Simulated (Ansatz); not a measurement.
# NaLa (P-6m2) in Ansatz: settings compared

One crystal, NaLa, is run at these levels: PBE, RPBE; tasks: single point.

Program: Ansatz 0.2.0. These are calculated values, not measurements. Logs are shortened: lines on timing, memory, paths and dates and some standing lists are left out, and cuts for length are marked.

## 1. The structure

The structure is hexagonal, space group P-6m2 (No. 187). The conventional cell has a = 3.606 Å, b = 3.606 Å, c = 6.484 Å, α = 90.00°, β = 90.00°, γ = 120.00°. La (site symmetry -6m2) has 6 La at 3.61 Å and 6 Na at 3.85 Å as nearest neighbours. Na (site symmetry -6m2) is surrounded by 6 Na at 3.61 Å and 6 La at 3.85 Å.

The cell comes from a database or a generator and needn't be the stable form of this composition.

## 2. Single point, PBE

The input, input.yaml:

```yaml
crystal:
  lattice:
    - [3.6062507687, 0.0, 0.0]
    - [-1.8031253843, 3.1231047781, 0.0]
    - [0.0, 0.0, 6.483782]
  atoms:
    - { symbol: La, position: [0.3333333333, 0.6666666667, 0.5] }
    - { symbol: Na, position: [0.0, 0.0, 0.0] }
kpoints:
  mp_grid: { grid: [9, 9, 4] }
scf:
  occupations: { method: gaussian, width: 0.05 }
hamiltonian:
  xc: pbe
  pseudopotentials: { kind: all_electron, lapw: { basis_error: 0.001 } }
output:
  forces: true
  stress: true
  eigenvalues: true
```

Potentials or basis: all-electron LAPW, scalar-relativistic.

Run with:

```sh
> ansatz run input.yaml --threads 2 --pin off --max-ram 6144MiB --backend cpu --events-out ev --progress --plain --runs-dir out
```

Log:

```text
Warning: RAYON_NUM_THREADS=2 ignored (pool sized by the plan → 2); use --threads N
LAPW: plane waves up to 5.811 Å⁻¹, error target 1.0e-3 eV per atom; small_component_spin mean_spin; Na in spheres of 1.803 Å, 9 of its electrons in bands, Dirac shells []; La in spheres of 1.803 Å, 27 of its electrons in bands, Dirac shells [] (how accurate: hamiltonian.pseudopotentials.lapw.basis_error, Limitations)
Engine: ansatz 0.2.0, aarch64-unknown-linux-gnu
Pseudopotentials: kind: all_electron
Pseudopotential: La, LAPW, valence charge 27, lapw/all_electron/scalar/gaussian/La, Koelling and Harmon's equation, gaussian nucleus
Pseudopotential: Na, LAPW, valence charge 9, lapw/all_electron/scalar/gaussian/Na, Koelling and Harmon's equation, gaussian nucleus
Functional definition: PBE
  parameter kappa = 0.804
  parameter beta = 0.06672455060314922
  exchange = pbe_x(kappa = kappa, mu = beta*pi^2/3)
  correlation = pbe_c(beta = beta)
Crystal: 2 atoms, lattice volume = 73.025 Å³
Basis set: ecut = 128.66300439629467 eV, 245 PW (Γ), exchange–correlation at level 2
Bands: 22, of which v1, the nominal top of the filled ones, is band 18 counted from 1 (17 counted from 0)
Symmetry: 12 space group operations
Space group: P-6m2 (ITA 187), of the structure as read, at distance tolerance 4.2e-5 Å
k-points: 36 of 324 (time reversal used)
Non-local potential: La, projectors of the file, none
Non-local potential: Na, projectors of the file, none
Initial density: superposition of atomic densities (chi_scale 0.1, normalization cell, long waves kept (reshape's long-wave potential 0.00 eV rms))
Initial wavefunctions: plane waves of lowest kinetic energy (no species holds an atomic orbital)
Functional: x = pbe(κ = 0.804, μ = 0.2195149727645171), c = pbe(β = 0.06672455060314922)
iter 1 solved again at ethr=6.53e-3 eV; its pass at ethr=1.00e-1 eV (dr2=2.35e0 eV) is discarded
SCF iter   1: F=—  HF=-235528.510230 eV  |F-HF|=—  |Δ(HF+E_count)|=         —  Δρ=2.05e-2  dr2=2.35e0  ethr=6.53e-3  ⟨swp⟩=2.3  Hψ=5209  notcnv=0
preconditioner: auto → Resta (q_TF=auto, 2.425 Å⁻¹)  ε∞=24.4  [insulator: Δε(μ)=0.088 eV  Ē_g=1.798 eV  σ=0.050 eV  W_gap=0.75  n_scr=22 (ndim 8)  ℏωp=8.7 eV  f_vac=0.000  D(μ)=1.25/eV (n_scr^D=2)  ε∞_Penn≈24.4]
SCF iter   2: F=—  HF=-235528.140044 eV  |F-HF|=—  |Δ(HF+E_count)|=   3.70e-1  Δρ=1.38e-2  dr2=1.09e0  ethr=6.53e-3  ⟨swp⟩=2.6  Hψ=2589  notcnv=0  defer=1
SCF iter   3: F=—  HF=-235527.942736 eV  |F-HF|=—  |Δ(HF+E_count)|=   1.97e-1  Δρ=4.40e-3  dr2=1.21e-1  ethr=3.02e-3  ⟨swp⟩=2.8  Hψ=2502  notcnv=0
iter 4 solved again at ethr=2.04e-5 eV; its pass at ethr=3.37e-4 eV (dr2=7.33e-3 eV) is discarded
SCF iter   4: F=—  HF=-235527.926455 eV  |F-HF|=—  |Δ(HF+E_count)|=         —  Δρ=2.20e-3  dr2=7.32e-3  ethr=2.04e-5  ⟨swp⟩=2.0  Hψ=4554  notcnv=0
the basis was enlarged: its passes take 529.7 KiB over the memory plan, 2 of 2 planned eigensolver slots
SCF iter   5: F=—  HF=-235527.916379 eV  |F-HF|=—  |Δ(HF+E_count)|=   1.01e-2  Δρ=1.56e-3  dr2=1.44e-2  ethr=2.03e-5  ⟨swp⟩=3.0  Hψ=2835  notcnv=0
SCF iter   6: F=—  HF=-235527.914213 eV  |F-HF|=—  |Δ(HF+E_count)|=   2.17e-3  Δρ=9.37e-4  dr2=2.29e-3  ethr=2.03e-5  ⟨swp⟩=3.0  Hψ=2714  notcnv=0
SCF iter   7: F=—  HF=-235527.914022 eV  |F-HF|=—  |Δ(HF+E_count)|=   1.92e-4  Δρ=6.21e-4  dr2=1.30e-3  ethr=6.36e-6  ⟨swp⟩=2.0  Hψ=2598  notcnv=0
SCF iter   8: F=—  HF=-235527.913809 eV  |F-HF|=—  |Δ(HF+E_count)|=   2.12e-4  Δρ=1.14e-4  dr2=4.65e-5  ethr=3.62e-6  ⟨swp⟩=2.1  Hψ=2591  notcnv=0
SCF iter   9: F=—  HF=-235527.913802 eV  |F-HF|=—  |Δ(HF+E_count)|=   7.37e-6  Δρ=3.33e-5  dr2=3.39e-6  ethr=1.29e-7  ⟨swp⟩=2.7  Hψ=2634  notcnv=0
SCF iter  10: F=—  HF=-235527.913802 eV  |F-HF|=—  |Δ(HF+E_count)|=   1.45e-8  Δρ=1.15e-5  dr2=1.63e-7  ethr=9.41e-9  ⟨swp⟩=3.0  Hψ=2656  notcnv=0
SCF iter  11: F=-235527.913802 eV  HF=-235527.913802 eV  |F-HF|=9.87e-9  |Δ(HF+E_count)|=   7.67e-8  Δρ=2.95e-6  dr2=2.04e-8  ethr=4.52e-10  ⟨swp⟩=3.0  Hψ=2662  notcnv=0
SCF 1 converged in 11 iterations: F = -235527.913802 eV  dr2 = 2.04e-8
SCF converged after 11 iterations
Free energy (F): -235527.913802 eV
Harris-Foulkes:  -235527.913802 eV  (|F-HF|=9.87e-9)
Internal energy: -235527.908776 eV  (E = F + TS)
E sigma→0 (E₀):  -235527.911289 eV
Entropy (-TS):   -0.005026 eV (-2.513 meV/atom)
Fermi energy:    7.969359 eV
--- Per-component energies (eV) ---
  E_band       = -2271.425444
  E_kinetic    = 251250.912938
  E_xc         = -5940.674643
  E_electrostatic = -480838.147071  (all electrons and nuclei)
  E_smearing   = -0.005026  (= −TS)
  E_closure    = 0.000000  (closes the sum)
  E_atoms      = -235522.126788  (free atoms, spherical and without spin; not in F)
  Σ components = -235527.913802   (vs F -235527.913802, Δ=0.00e0)
  Basis errors (estimates in eV, not in F): energy 1.3e-4 per atom: plane waves 9.4e-5 (4.7e-5 summed), levels above the bands 0.0e0, relativity 3.6e-9, radial functions 3.5e-5, core shells 3.3e-7; eigenvalues (radial functions only) 1.1e-6; not estimated: angular momenta, meshes, grids; target (lapw.basis_error) 1.0e-3; muffin-tin radii Na 1.803 Å, La 1.803 Å
--- Forces (eV/Å), atoms counted from 1 ---
  atom   1  La     0.00000000     0.00000000    -0.00000000
  atom   2  Na    -0.00000000    -0.00000000     0.00000000
  max |Σ_I F_I| component: 7.81e-18 eV/Å
--- Stress (GPa, compression-positive) ---
       -0.018029      -0.000000       0.000000
       -0.000000      -0.018029       0.000000
        0.000000       0.000000      -0.025247
  P = ⅓ Tr σ = -0.0204 GPa (-0.204 kbar)
--- Band table (eV; the first three rows and the last of 36) ---
  k-point 0: bands = ["-185.5806", "-185.5787", "-185.5787", "-89.5614", "-89.5530", "-89.5530", "-89.5519", "-89.5519", "-44.5578", "-25.1404", "-16.4750", "-16.4714", "-16.4714", "-8.9081", "-8.0386", "-8.0386", "4.6762", "6.7422", "8.7239", "9.0337", "9.5709", "9.5803"]
  k-point 1: bands = ["-185.5806", "-185.5787", "-185.5787", "-89.5614", "-89.5530", "-89.5530", "-89.5519", "-89.5519", "-44.5578", "-25.1404", "-16.4746", "-16.4714", "-16.4714", "-8.9112", "-8.0385", "-8.0385", "4.9733", "6.5274", "8.3197", "9.0346", "9.3580", "9.5800"]
  k-point 2: bands = ["-185.5806", "-185.5787", "-185.5787", "-89.5614", "-89.5530", "-89.5530", "-89.5519", "-89.5519", "-44.5578", "-25.1405", "-16.4743", "-16.4714", "-16.4714", "-8.9142", "-8.0385", "-8.0385", "5.6106", "5.9207", "7.9783", "9.0354", "9.2899", "9.5799"]
  k-point 35: bands = ["-185.5806", "-185.5787", "-185.5787", "-89.5613", "-89.5529", "-89.5529", "-89.5520", "-89.5520", "-44.5555", "-24.9204", "-16.4996", "-16.4992", "-16.4679", "-9.0469", "-9.0448", "-8.6341", "7.8398", "7.8589", "8.9630", "9.0207", "9.2957", "9.5756"]
```

Wall time 8.2 s (2 threads of Arm Neoverse V1, shared host); peak memory 0.27 GiB.

Results:

| Property | Result |
| --- | --- |
| Free energy | -235527.9138 eV |
| Pressure | 0.0 GPa |
| Band gap on the k mesh | none (metal or under the smearing width) |

Levels at points of the mesh, in eV from the Fermi level:
| k point | band 14 | band 15 | band 16 | band 17 | band 18 | band 19 | band 20 | band 21 | band 22 |
| --- | --- | --- | --- | --- | --- | --- | --- | --- | --- |
| (0.00, 0.00, 0.00) | -16.88 | -16.01 | -16.01 | -3.29 | -1.23 | 0.75 | 1.06 | 1.60 | 1.61 |
| (0.00, 0.00, -0.50) | -16.88 | -16.01 | -16.01 | -2.36 | -2.05 | 0.01 | 1.07 | 1.32 | 1.61 |

Spin-orbit coupling is left out, which matters for the levels of La.

## 3. Single point, PBE

input.yaml, as its differences from that of step 2:

```diff
@@ -11,3 +11,3 @@
 scf:
-  occupations: { method: gaussian, width: 0.05 }
+  occupations: { method: gaussian, width: 0.02 }
 hamiltonian:
```

Potentials or basis: all-electron LAPW, scalar-relativistic.

Run with:

```sh
> ansatz run input.yaml --threads 2 --pin off --max-ram 6144MiB --backend cpu --events-out ev --progress --plain --runs-dir out
```

Run time: 10 s. Hardware: 2 threads of Arm Neoverse V1, shared host; peak memory 0.26 GiB.

Results (log left out):

```yaml
Free_energy: -235527.9116 eV
Pressure: 0.0 GPa
Band_gap_on_the_k_mesh: none (metal or under the smearing width)
```

Levels at points of the mesh, in eV from the Fermi level:
```csv
k point,band 14,band 15,band 16,band 17,band 18,band 19,band 20,band 21,band 22
"(0.00, 0.00, 0.00)",-16.89,-16.01,-16.01,-3.30,-1.23,0.75,1.06,1.59,1.60
"(0.00, 0.00, -0.50)",-16.89,-16.01,-16.01,-2.36,-2.06,0.00,1.06,1.31,1.60
```

Spin-orbit coupling is left out, which matters for the levels of La.

## 4. Single point, RPBE

input.yaml, as its differences from that of step 3:

```diff
@@ -11,5 +11,5 @@
 scf:
-  occupations: { method: gaussian, width: 0.02 }
+  occupations: { method: gaussian, width: 0.05 }
 hamiltonian:
-  xc: pbe
+  xc: rpbe
   pseudopotentials: { kind: all_electron, lapw: { basis_error: 0.001 } }
```

Run with:

```sh
> ansatz run input.yaml --threads 2 --pin off --max-ram 6144MiB --backend cpu --events-out ev --progress --plain --runs-dir out
```

It took 10 s on 2 threads of Arm Neoverse V1, shared host; peak memory 0.27 GiB.

The run converged. Its results:

| Quantity | Value |
| --- | --- |
| Free energy | -235540.2697 eV |
| Pressure | 0.9 GPa |
| Band gap on the k mesh | none (metal or under the smearing width) |

Stress tensor (GPa, compression positive):
```
0.99 0.00 0.00
0.00 0.99 0.00
0.00 0.00 0.82
```

Levels at points of the mesh, in eV from the Fermi level:
| k point | band 16 | band 17 | band 18 | band 19 | band 20 | band 21 |
| --- | --- | --- | --- | --- | --- | --- |
| (0.00, 0.00, 0.00) | -16.04 | -3.28 | -1.21 | 0.73 | 1.07 | 1.61 |
| (0.00, 0.00, -0.50) | -16.04 | -2.35 | -2.04 | 0.03 | 1.07 | 1.33 |

## 5. Summary

```csv
level,smearing,gap on the mesh (eV),pressure (GPa)
PBE,gaussian 0.05 eV,none,0.0
PBE,gaussian 0.02 eV,none,0.0
RPBE,gaussian 0.05 eV,none,0.9
```

Alike in all rows: task single point; potentials or basis all-electron LAPW, scalar-relativistic; no spin polarisation; cell as given; k mesh 9 × 9 × 4; cutoff (eV) 129; basis error allowed 0.001 eV/atom.

Every run on the cell as given and a fine mesh finds a metal. The pressure there spans 0.0 GPa (PBE) to 0.9 GPa (RPBE); a positive pressure means that this level wants a larger cell, a negative one a smaller.

Compare energies only between runs with the same functional and basis.
